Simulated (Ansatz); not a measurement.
# BGeH₃S (SMILES [BH]1[S][GeH2]1): one structure at several levels

Aim: energy, forces and dipole at a structure displaced at random from a GFN2-xTB minimum, from CCSD(T) and from density functionals.

The runs use Ansatz 0.2.0, Gaussian basis; single points in def2-TZVPP.

Cores are frozen in the correlated methods. Filled d shells of the heavier atoms are correlated.

### 1 Where the work starts

SMILES `[BH]1[S][GeH2]1`, 6 atoms, charge 0, spin multiplicity 1.

Atoms are counted from 1 here; the program's logs count them from 0.

Bond lengths: B1–S2 1.713 Å, B1–Ge3 2.045 Å, B1–H4 1.063 Å, S2–Ge3 2.398 Å, Ge3–H5 1.641 Å, Ge3–H6 1.516 Å. Angles: S2–B1–Ge3 78.8°, S2–B1–H4 136.6°, Ge3–B1–H4 144.5°, B1–S2–Ge3 56.7°, B1–Ge3–S2 44.5°, B1–Ge3–H5 116.1°, B1–Ge3–H6 121.2°, S2–Ge3–H5 94.0°, S2–Ge3–H6 92.9°, H5–Ge3–H6 102.2°.

Geometry (Å):

| atom | x (Å) | y (Å) | z (Å) |
| --- | --- | --- | --- |
| B1 | -0.69110 | -1.02650 | -0.19700 |
| S2 | 0.82490 | -1.18500 | 0.58570 |
| Ge3 | -0.10730 | 0.92820 | -0.06060 |
| H4 | -1.47620 | -1.67660 | -0.49990 |
| H5 | 1.19690 | 1.35730 | -0.95920 |
| H6 | 0.20550 | 1.56230 | 1.28010 |

### 2 CCSD(T)/def2-TZVPP

run/in.yaml reads:

```yaml
crystal:
  periodic: [false, false, false]
  atoms:
    - {symbol: B, position_ang: [-0.691100, -1.026500, -0.197000]}
    - {symbol: S, position_ang: [0.824900, -1.185000, 0.585700]}
    - {symbol: Ge, position_ang: [-0.107300, 0.928200, -0.060600]}
    - {symbol: H, position_ang: [-1.476200, -1.676600, -0.499900]}
    - {symbol: H, position_ang: [1.196900, 1.357300, -0.959200]}
    - {symbol: H, position_ang: [0.205500, 1.562300, 1.280100]}
basis:
  gaussian: {orbitals: def2-TZVPP}
correlation: {method: ccsd_t}
output: {forces: true}
```

No record of the launch command was kept for these runs.

### 3 PBE0-D4/def2-TZVPP

Changes to run/in.yaml since step 2:

```diff
@@ -11,3 +11,3 @@
   gaussian: {orbitals: def2-TZVPP}
-correlation: {method: ccsd_t}
-output: {forces: true}
+hamiltonian: {xc: pbe0, dispersion: d4}
+output: {forces: true, orbitals: {seedname: orbitals}}
```

### 4 wB97M-V/def2-TZVPP

Changes to run/in.yaml since step 3:

```diff
@@ -11,3 +11,3 @@
   gaussian: {orbitals: def2-TZVPP}
-hamiltonian: {xc: pbe0, dispersion: d4}
-output: {forces: true, orbitals: {seedname: orbitals}}
+hamiltonian: {xc: {name: wB97M-V}}
+output: {forces: true}
```

### 5 r2SCAN-D4/def2-TZVPP

Changes to run/in.yaml since step 4:

```diff
@@ -11,3 +11,3 @@
   gaussian: {orbitals: def2-TZVPP}
-hamiltonian: {xc: {name: wB97M-V}}
+hamiltonian: {xc: r2scan, dispersion: d4}
 output: {forces: true}
```

### 6 PBE-D4/def2-TZVPP

Changes to run/in.yaml since step 5:

```diff
@@ -11,3 +11,3 @@
   gaussian: {orbitals: def2-TZVPP}
-hamiltonian: {xc: r2scan, dispersion: d4}
+hamiltonian: {xc: pbe, dispersion: d4}
 output: {forces: true}
```

### 7 CAM-B3LYP-D4/def2-TZVPP

Changes to run/in.yaml since step 6:

```diff
@@ -11,3 +11,3 @@
   gaussian: {orbitals: def2-TZVPP}
-hamiltonian: {xc: pbe, dispersion: d4}
+hamiltonian: {xc: {name: CAM-B3LYP}, dispersion: d4}
 output: {forces: true}
```

### 8 revPBE-D4/def2-TZVPP

Changes to run/in.yaml since step 7:

```diff
@@ -11,3 +11,3 @@
   gaussian: {orbitals: def2-TZVPP}
-hamiltonian: {xc: {name: CAM-B3LYP}, dispersion: d4}
+hamiltonian: {xc: {name: revPBE}, dispersion: d4}
 output: {forces: true}
```

(Steps that only read results are left out.)

Q: Predict the outcome of this session. Wanted: energy less free atoms, CCSD(T)/def2-TZVPP; RMS force component; RMS force error; HOMO and LUMO, PBE0-D4; T1 diagnostic.

The runs gave:

```
                                  quantity                                                                                                  value
energy less free atoms, CCSD(T)/def2-TZVPP                                                                                         -1703.8 kJ/mol
                       RMS force component                                                                   1.435 to 1.486 eV/Å over the methods
                           RMS force error  PBE0-D4 0.142, wB97M-V 0.162, r2SCAN-D4 0.098, PBE-D4 0.171, CAM-B3LYP-D4 0.187, revPBE-D4 0.191 eV/Å
                    HOMO and LUMO, PBE0-D4                                                                                     -7.41 and -1.86 eV
                             T1 diagnostic                                                                                                  0.016
```

**Reading.** Against CCSD(T) the functionals' energies less atoms differ by -83.4 to -27.7 kJ/mol, PBE-D4 by -83.4 kJ/mol. A larger basis would deepen the CCSD(T) value, while the functionals are nearly converged already, so the order here is not reliable. The forces of r2SCAN-D4 come nearest to CCSD(T), those of revPBE-D4 are farthest. Frozen-core CCSD(T) forces in triple zeta carry basis errors of their own, and this is one geometry, so small gaps rank nothing.
